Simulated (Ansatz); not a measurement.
Geometry optimisation, DFT PBEsol, scalar-relativistic, plane waves, PAW in Ansatz 0.2.0.

input.yaml

```yaml
accuracy: low
crystal:
  lattice:
    - [6.6, 0.0, 0.0]
    - [0.0, 6.6, 0.0]
    - [0.0, 0.0, 6.6]
  atoms:
    - { symbol: Nb, position: [0.0, 0.0, 0.0] }
    - { symbol: Nb, position: [0.5, 0.0, 0.0] }
    - { symbol: Nb, position: [0.0, 0.5, 0.0] }
    - { symbol: Nb, position: [0.0, 0.0, 0.5] }
    - { symbol: Nb, position: [0.25, 0.25, 0.25] }
    - { symbol: Nb, position: [0.5, 0.5, 0.0] }
    - { symbol: Nb, position: [0.5, 0.0, 0.5] }
    - { symbol: Nb, position: [0.75, 0.25, 0.25] }
    - { symbol: Nb, position: [0.0, 0.5, 0.5] }
    - { symbol: Nb, position: [0.25, 0.75, 0.25] }
    - { symbol: Nb, position: [0.25, 0.25, 0.75] }
    - { symbol: Nb, position: [0.5, 0.5, 0.5] }
    - { symbol: Nb, position: [0.75, 0.75, 0.25] }
    - { symbol: Nb, position: [0.75, 0.25, 0.75] }
    - { symbol: Nb, position: [0.25, 0.75, 0.75] }
    - { symbol: Nb, position: [0.75, 0.75, 0.75] }
    - { symbol: Li, position: [0.6224079, 0.7614052, -0.0045116] }
basis:
  ecutwfc: 420.0
kpoints:
  mp_grid: { grid: [3, 3, 3] }
hamiltonian:
  xc: pbesol
scf:
  occupations: { method: fermi_dirac, width: 0.05 }
  lower_state_search: "off"
relax:
  f_tol: 0.08
  max_steps: 25
  adjacent_minimum: "off"
```

Command:

```bash
$ ansatz run input.yaml --threads 4 --pin off --max-ram 10240MiB --backend cpu --events-out ev --progress --plain --runs-dir out
```

Problem. Where does it end, and by what steps?

Solution. The run converged. Limits of this set-up: coarse k mesh, a small cell, in which the defect meets its images, a typed lattice constant that wasn't relaxed here, low accuracy level. After 4 steps the energy has fallen by 3.140 eV; Nb2 moved furthest, 0.31 Å.

```json
{"step": "0", "energy less start (eV)": "0.0000", "largest force component (eV/Å)": "6.010", "accepted": "yes"}
{"step": "1", "energy less start (eV)": "-2.0890", "largest force component (eV/Å)": "2.830", "accepted": "yes"}
{"step": "2", "energy less start (eV)": "-2.8946", "largest force component (eV/Å)": "0.717", "accepted": "yes"}
{"step": "3", "energy less start (eV)": "-3.1373", "largest force component (eV/Å)": "0.092", "accepted": "yes"}
{"step": "4", "energy less start (eV)": "-3.1404", "largest force component (eV/Å)": "0.024", "accepted": "yes"}
```

```xyz
17
Lattice="6.6000 0.0000 0.0000 0.0000 6.6000 0.0000 0.0000 0.0000 6.6000" Properties=species:S:1:pos:R:3
Nb -0.063 -0.024 -0.002
Nb 3.113 0.253 -0.002
Nb -0.064 3.333 -0.002
Nb 0.082 0.030 3.298
Nb 1.566 1.654 1.674
Nb 3.115 3.057 -0.002
Nb 3.340 0.020 3.298
Nb 4.907 1.654 1.664
Nb 0.082 3.278 3.298
Nb 1.711 4.954 1.620
Nb 1.566 1.654 4.922
Nb 3.341 3.289 3.298
Nb 5.134 4.954 1.897
Nb 4.907 1.654 4.933
Nb 1.711 4.954 4.976
Nb 5.134 4.954 4.700
Li 4.124 4.956 -0.001
```

Whether the end is a true minimum wasn't checked by a vibrational analysis.

Run time: 40 s on 4 threads of Intel(R) Xeon(R) Platinum 8259CL CPU @ 2.50GHz (Skylake/Cascade Lake) (shared host), peak memory 1.2 GiB.
